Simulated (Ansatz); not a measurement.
# FeP: the cost of one run

Method: DFT r2SCAN, PAW, plane waves, scalar-relativistic, in Ansatz 0.2.0.

### 1 The starting structure

It takes space group Pnma (No. 62, orthorhombic). The conventional cell has a = 5.187 Å, b = 3.093 Å, c = 5.793 Å, α = 90.00°, β = 90.00°, γ = 90.00°. Fe (site symmetry m) is surrounded by 6 P at 2.26 to 2.35 Å. P (site symmetry m) has 6 Fe at 2.26 to 2.35 Å as nearest neighbours.

As a file:

```cif
data_structure
_symmetry_space_group_name_H-M 'P 1'
_symmetry_Int_Tables_number 1
_cell_length_a 5.1870
_cell_length_b 3.0930
_cell_length_c 5.7930
_cell_angle_alpha 90.000
_cell_angle_beta 90.000
_cell_angle_gamma 90.000
_cell_volume 92.94
loop_
_atom_site_label
_atom_site_type_symbol
_atom_site_fract_x
_atom_site_fract_y
_atom_site_fract_z
_atom_site_occupancy
Fe1 Fe 0.99500 0.75000 0.20000 1
Fe2 Fe 0.00500 0.25000 0.80000 1
Fe3 Fe 0.50500 0.25000 0.70000 1
Fe4 Fe 0.49500 0.75000 0.30000 1
P1 P 0.81000 0.75000 0.57000 1
P2 P 0.19000 0.25000 0.43000 1
P3 P 0.69000 0.25000 0.07000 1
P4 P 0.31000 0.75000 0.93000 1
```

Labels such as P8 number the atoms in the order of the input file.

Planned first: parallel moments, plain SCF; opposed moments +-+-, plain SCF; no spin polarisation; spin on, no moments given (the program may seed its own), plain SCF; opposed moments ++--, plain SCF. What is tried next depends on their ends.

“Plain SCF” means no search for lower states. 

Site moments are integrals over atomic spheres and don't add up to the total.

### 2 Parallel moments, plain SCF

input.yaml reads:

```yaml
crystal:
  lattice:
    - [5.187, 0.0, 0.0]
    - [0.0, 3.093, 0.0]
    - [0.0, 0.0, 5.793]
  atoms:
    - { symbol: Fe, position: [0.995, 0.75, 0.2], spin: 4.0 }
    - { symbol: Fe, position: [0.005, 0.25, 0.8], spin: 4.0 }
    - { symbol: Fe, position: [0.505, 0.25, 0.7], spin: 4.0 }
    - { symbol: Fe, position: [0.495, 0.75, 0.3], spin: 4.0 }
    - { symbol: P, position: [0.81, 0.75, 0.57] }
    - { symbol: P, position: [0.19, 0.25, 0.43] }
    - { symbol: P, position: [0.69, 0.25, 0.07] }
    - { symbol: P, position: [0.31, 0.75, 0.93] }
magnetization:
  spin_polarized: true
hamiltonian:
  xc: r2scan
  pseudopotentials: { kind: paw }
basis:
  ecutwfc: 500
kpoints:
  mp_grid: { grid: [4, 6, 3] }
scf:
  occupations: { method: fermi_dirac, width: 0.03 }
  lower_state_search: "off"
output:
  forces: true
  stress: true
```

What time and memory should one allow on 2 threads of an Arm CPU, shared host?

About 67 s, with a peak of 0.69 GiB.
